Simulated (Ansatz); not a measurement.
# InH2Cl (SMILES [H][In]([H])[Cl]) at r2SCAN/STO-3G

What is the electronic atomisation energy of InH2Cl at r2SCAN/STO-3G? 

The calculation is run with Ansatz 0.2.0.

56 further runs of the same task are left out: 2 that didn't finish, 54 set aside as unsound or not needed.

## Step 1: The system as given

InH2Cl has 4 atoms, charge 0, and is taken as a singlet. SMILES: `[H][In]([H])[Cl]`. The shape comes from GFN2-xTB, which is rough for such elements, and wasn't checked as a minimum.

Bond lengths: In1–Cl4 2.278 Å, In1–H2 1.713 Å, In1–H3 1.713 Å. Angles: H2–In1–Cl4 120.3°, H3–In1–Cl4 120.3°, H2–In1–H3 119.4°.

## Step 2: A single-point energy at r2SCAN/STO-3G

molecule.yaml

```yaml
crystal:
  periodic: [false, false, false]
  atoms:
    - {symbol: In, position_ang: [0.070210, 0.117850, -0.000370]}
    - {symbol: H, position_ang: [1.783010, 0.101380, 0.011370]}
    - {symbol: H, position_ang: [-0.755080, 1.618480, -0.019870]}
    - {symbol: Cl, position_ang: [-1.098140, -1.837720, 0.008870]}
basis:
  gaussian:
    orbitals: STO-3G
hamiltonian:
  xc: r2scan
accuracy: high
```

Started as:

```sh
ansatz run molecule.yaml --threads 1 --pin off --max-ram 2610MiB --events-out events.jsonl --progress --plain --runs-dir runs
```

The program printed:

```text
Warning: RAYON_NUM_THREADS=1 ignored (pool sized by the plan → 1); use --threads N
Functional definition: r2SCAN
  name "r2SCAN"
  parameter k0 = 0.174
  parameter k1 = 0.065
  parameter a1 = 4.9479
  exchange = r2scan_x(k0 = k0, k1 = k1, a1 = a1)
  correlation = r2scan_c
694 factors; integrals over basis functions are off by at most 4.2e-9 eV
mean field evaluation 1: about -167115.8874 eV, gradient 2.3e1 eV
mean field evaluation 2: about -167116.1323 eV, gradient 2.1e1 eV
mean field evaluation 4: about -167118.2805 eV, gradient 6.7e-1 eV
mean field evaluation 8: about -167118.2585 eV, gradient 5.0e-4 eV
mean field -167118.25853808 eV, -6141.4827244502 hartree, gradient 5.9e-8 eV, S^2 0.000000; 0 other end points of the search recorded, 0 dependent functions left out
reference -167118.25853845 eV, -6141.4827244638 hartree; 34, 34 occupied and 4, 4 virtual orbitals, 694 factors
Total energy: -167118.25853845 eV, -6141.4827244638 hartree
```

It took 4.8 s on 1 thread of Arm Neoverse V1, shared host; peak memory 0.15 GiB.

## Step 3: The Cl atom at the same level

molecule.yaml

```yaml
crystal:
  periodic: [false, false, false]
  atoms:
    - {symbol: Cl, position_ang: [0.000000, 0.000000, 0.000000]}
basis:
  gaussian: {orbitals: STO-3G}
magnetization: {spin_polarized: true, initial_magnetization: 1}
hamiltonian: {xc: {name: r2SCAN}}
accuracy: high
```

Run the same way, it converges to -455.11379 Eh (log not shown).

## Step 4: The H atom at the same level

job.yaml

```yaml
crystal:
  periodic: [false, false, false]
  atoms:
    - symbol: H
      position_ang: [0.000000, 0.000000, 0.000000]
basis:
  gaussian: {orbitals: STO-3G}
accuracy: high
magnetization: {spin_polarized: true, initial_magnetization: 1}
hamiltonian: {xc: {name: r2SCAN}}
```

Started as:

```sh
ansatz run job.yaml --threads 1 --pin off --max-ram 2610MiB --events-out events.jsonl --progress --plain --runs-dir runs
```

The program printed, cut to the lines that bear on the results:

```text
Warning: RAYON_NUM_THREADS=1 ignored (pool sized by the plan → 1); use --threads N
[... 7 set-up lines as earlier in the session ...]
1 factors; integrals over basis functions are off by at most 4.6e-10 eV
mean field evaluation 1: about -12.6930 eV, gradient 0.0e0 eV
mean field evaluation 2: about -12.6930 eV, gradient 0.0e0 eV
mean field -12.69300701 eV, -0.4664594041 hartree, gradient 0.0e0 eV, S^2 0.750000; 0 other end points of the search recorded, 0 dependent functions left out
reference -12.69300747 eV, -0.4664594207 hartree; 1, 0 occupied and 0, 1 virtual orbitals, 1 factors
Total energy: -12.69300747 eV, -0.4664594207 hartree
```

Run time: 0.34 s. Hardware: 1 thread of Arm Neoverse V1, shared host.

## Step 5: The In atom

molecule.yaml

```yaml
crystal:
  periodic: [false, false, false]
  atoms:
    - {symbol: In, position_ang: [0.000000, 0.000000, 0.000000]}
basis:
  gaussian:
    orbitals: STO-3G
hamiltonian:
  xc: {name: r2SCAN}
accuracy: high
magnetization:
  spin_polarized: true
  initial_magnetization: 1
```

Started as:

```sh
ansatz run molecule.yaml --threads 1 --pin off --max-ram 2610MiB --events-out events.jsonl --progress --plain --runs-dir runs
```

The program printed, cut to the lines that bear on the results:

```text
Warning: RAYON_NUM_THREADS=1 ignored (pool sized by the plan → 1); use --threads N
[... 7 set-up lines as earlier in the session ...]
251 factors; integrals over basis functions are off by at most 4.7e-9 eV
mean field evaluation 1: about -154693.7929 eV, gradient 3.2e-1 eV
mean field evaluation 2: about -154693.7933 eV, gradient 1.0e-2 eV
mean field evaluation 4: about -154693.8112 eV, gradient 1.3e-3 eV
mean field evaluation 8: about -154693.8112 eV, gradient 5.5e-7 eV
mean field evaluation 16: about -154693.8112 eV, gradient 1.7e-7 eV
mean field evaluation 32: about -154693.8112 eV, gradient 7.7e-3 eV
mean field -154693.81116863 eV, -5684.8927052158 hartree, gradient 7.2e-9 eV, S^2 0.750001; 2 other end points of the search recorded, 0 dependent functions left out
reference -154693.81116937 eV, -5684.8927052432 hartree; 25, 24 occupied and 2, 3 virtual orbitals, 251 factors
Total energy: -154693.81116937 eV, -5684.8927052432 hartree
```

Wall time 6.9 s (1 thread of Arm Neoverse V1, shared host); peak memory 0.16 GiB.

## Step 6: What came out

At r2SCAN/STO-3G:

| quantity | value |
| --- | --- |
| molecule: total energy | -6141.48272 Eh |
| Cl atom: total energy | -455.11379 Eh |
| Cl atom: ⟨S²⟩ | 0.750 |
| H atom: total energy | -0.46646 Eh |
| H atom: ⟨S²⟩ | 0.750 |
| In atom: total energy | -5684.89271 Eh |
| In atom: ⟨S²⟩ | 0.750 |
| electronic atomisation energy | 14.784 eV |

**Reading.** Taking the molecule apart into free atoms costs 14.78 eV (341 kcal/mol), before zero-point energy and without spin-orbit coupling. In a minimal basis such a difference can be off by several eV, whatever the method. Relativity is left out (molecule) although the molecule holds a heavy atom. Relativity is left out (In atom) although the molecule holds a heavy atom.
